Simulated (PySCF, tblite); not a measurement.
# C₂H₁₀BNSi₂: geometry, infrared bands and NMR shifts

What infrared bands and NMR shifts should C₂H₁₀BNSi₂ (`C=C[SiH2]B[SiH2]N`) show?

The runs use tblite 0.8.0 and PySCF 2.14.0, with density-fitted response routines of our own; the level of theory stands in each step. All values are computed, except where a source is named. Atoms count from 0, in the outputs and in this text.

## (1) The molecule as given

16 atoms, charge 0, multiplicity 1; geometry from: force field or distance geometry start.

Bonds of the start (Å): C0–C1 1.33, C1–Si2 1.84, Si2–B3 1.94, B3–Si4 1.95, Si4–N5 1.78, C0–H6 1.09, C0–H7 1.08, C1–H8 1.09, Si2–H9 1.48, Si2–H10 1.46, B3–H11 1.17, Si4–H12 1.47, Si4–H13 1.47, N5–H14 1.05, N5–H15 1.05.

## (2) Optimising the geometry with GFN2-xTB

Job settings and geometry (Å):

```
{"job": {"kind": "relax", "xc": "GFN2-xTB", "basis": "xTB"}, "charge": 0, "multiplicity": 1}
C     -2.688200    -0.706400     1.357400
C     -1.760400    -0.632100     0.407300
Si    -0.895800     0.954000     0.037300
B      0.407100     0.681800    -1.373000
Si     1.845600    -0.598100    -1.083200
N      2.808000    -0.107400     0.330400
H     -2.987600     0.179800     1.919600
H     -3.178800    -1.644500     1.574600
H     -1.474000    -1.532400    -0.133800
H     -1.898500     1.947700    -0.409000
H     -0.229000     1.447200     1.240200
H      0.327600     1.270200    -2.377400
H      2.702100    -0.624100    -2.272300
H      1.281200    -1.933000    -0.863000
H      2.180600    -0.169400     1.165800
H      3.552400    -0.830100     0.467600
```

On the command line:

```
$ OMP_NUM_THREADS=1 python probes_run.py task.json out
```

One launch serves the whole session: the jobs run in the order shown.

**Question.** This job is followed by: GFN2-xTB harmonic vibrations, gas phase; GIAO PBE0/pcSseg-1 NMR shielding, non-relativistic, gas phase. What will the session give for the following? strongest single infrared mode (GFN2-xTB); zero-point energy (GFN2-xTB); ¹³C shifts against TMS (PBE0/pcSseg-1); ¹H shifts against TMS (PBE0/pcSseg-1, means over atoms taken as alike); ²⁹Si shifts against TMS (PBE0/pcSseg-1); ¹¹B shifts against BF3·OEt2 (PBE0/pcSseg-1); ¹⁵N shifts against NH3 (PBE0/pcSseg-1).

**Answer**, as computed:

| quantity | value |
| --- | --- |
| strongest single infrared mode (GFN2-xTB) | 2117 cm⁻¹, 422 km/mol |
| zero-point energy (GFN2-xTB) | 69.4 kcal/mol |
| ¹³C shifts against TMS (PBE0/pcSseg-1) | 145.1, 136.1 ppm |
| ¹H shifts against TMS (PBE0/pcSseg-1, means over atoms taken as alike) | 13.65, 6.42, 6.37, 6.29, 5.43, 4.77, 0.04 ppm |
| ²⁹Si shifts against TMS (PBE0/pcSseg-1) | -49.1, -67.1 ppm |
| ¹¹B shifts against BF3·OEt2 (PBE0/pcSseg-1) | 141.7 ppm |
| ¹⁵N shifts against NH3 (PBE0/pcSseg-1) | -1.9 ppm |

**Reading.** Over 184 steps the energy fell by 0.412 eV; of the close pairs, C1–Si2 changed most, 1.844 to 1.897 Å. No mode is imaginary among the 42: a minimum at this level. The strongest single mode, at 2117 cm⁻¹, moves mainly H10. GFN2-xTB is a fitted tight-binding method: band positions and strengths are rough. Its intensities can rank the bands wrongly. The most deshielded carbon is C0 (terminal =CH2 carbon), at 145.1 ppm: as expected for a trigonal carbon in a double bond. At PBE0/pcSseg-1: The largest span, 344 ppm, is at B3, where the paramagnetic term is -245 ppm.
